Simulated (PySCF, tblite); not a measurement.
**C₆H₁₄OSSi: geometry, infrared bands and NMR shifts**

Wanted: the infrared bands and NMR shifts of C₆H₁₄OSSi (`CO[Si@@H](S)CC1CCC1`), by calculation.

Computed with tblite 0.8.0 and PySCF 2.14.0, with density-fitted response routines of our own, on a single molecule in the gas phase. Atoms count from 0, in the outputs and in this text.

**1. The starting structure**

23 atoms, charge 0, multiplicity 1; geometry from: force field or distance geometry start.

Bonds of the start (Å): C0–O1 1.38, O1–Si2 1.72, Si2–S3 2.16, Si2–C4 1.88, C4–C5 1.49, C5–C6 1.53, C6–C7 1.54, C7–C8 1.53, C8–C5 1.53, C0–H9 1.13, C0–H10 1.10, C0–H11 1.12, Si2–H12 1.46, S3–H13 1.40, C4–H14 1.12, C4–H15 1.11, C5–H16 1.13, C6–H17 1.09, C6–H18 1.12, C7–H19 1.09, C7–H20 1.10, C8–H21 1.09, C8–H22 1.12.

**2. Relaxing the molecule with GFN2-xTB**

What the job is given:

```
{"job": {"kind": "relax", "xc": "GFN2-xTB", "basis": "xTB"}, "charge": 0, "multiplicity": 1}
C     -3.794400    -0.669000    -0.288800
O     -2.930500     0.308500     0.175900
Si    -1.389000     0.021300    -0.521500
S     -0.829800     1.843400    -1.543900
C     -0.199100    -0.246600     0.910700
C      1.100700     0.342300     0.493300
C      1.763400    -0.231800    -0.760700
C      3.077800     0.202700    -0.075700
C      2.351100    -0.146800     1.229000
H     -4.713300    -0.136000    -0.672700
H     -3.319200    -1.242200    -1.100100
H     -4.093900    -1.367000     0.529700
H     -1.374500    -1.151100    -1.387100
H     -1.465200     2.929400    -0.920100
H     -0.528100     0.307500     1.822200
H     -0.075900    -1.328500     1.106600
H      1.120700     1.467300     0.459800
H      1.547800     0.286000    -1.698200
H      1.706300    -1.348600    -0.814600
H      3.948700    -0.411900    -0.284700
H      3.163600     1.295400    -0.143600
H      2.295900    -1.217700     1.407500
H      2.632300     0.520300     2.087300
```

Command:

```
> OMP_NUM_THREADS=1 python probes_run.py task.json out
```

This one command runs all jobs of the session in turn.

**Question.** This job is followed by: GFN2-xTB harmonic vibrations, gas phase; GIAO PBE0/pcSseg-1 NMR shielding, non-relativistic, gas phase. What will the session give for the following? strongest single infrared mode (GFN2-xTB); zero-point energy (GFN2-xTB); ¹³C shifts against TMS (PBE0/pcSseg-1); ¹H shifts against TMS (PBE0/pcSseg-1, means over atoms taken as alike); ¹⁷O shifts against H2O (PBE0/pcSseg-1); ²⁹Si shifts against TMS (PBE0/pcSseg-1); ³³S shifts against CS2 (PBE0/pcSseg-1); surface potential, 1st and 99th percentile.

**Answer**, as computed:

| quantity | value |
| --- | --- |
| strongest single infrared mode (GFN2-xTB) | 2235 cm⁻¹, 231 km/mol |
| zero-point energy (GFN2-xTB) | 117.4 kcal/mol |
| ¹³C shifts against TMS (PBE0/pcSseg-1) | 52.9, 32.8, 30.5, 29.5, 29.1, 17.2 ppm |
| ¹H shifts against TMS (PBE0/pcSseg-1, means over atoms taken as alike) | 5.62, 3.75, 2.47, 2.34, 2.10, 1.98, 1.83, 1.70, 1.51, 1.03, 0.95, 0.37 ppm |
| ¹⁷O shifts against H2O (PBE0/pcSseg-1) | 17.4 ppm |
| ²⁹Si shifts against TMS (PBE0/pcSseg-1) | 7.6 ppm |
| ³³S shifts against CS2 (PBE0/pcSseg-1) | -230 ppm |
| surface potential, 1st and 99th percentile | -1.10 V and 1.03 V |

In words: Relaxing lowered the energy by 1.408 eV in 151 steps; the close pair that moved most is O1–Si2, from 1.716 to 1.625 Å. All 63 modes are real, so the xTB geometry is a minimum. The strongest single mode, at 2235 cm⁻¹, moves mainly H12. GFN2-xTB is a fitted tight-binding method: band positions and strengths are rough. Its intensities can rank the bands wrongly. C0 (methyl carbon bonded to O) lies farthest downfield among carbon, at 52.9 ppm; pulled downfield by the heteroatom. At PBE0/pcSseg-1: The largest span, 298 ppm, is at S3, where the paramagnetic term is -326 ppm.
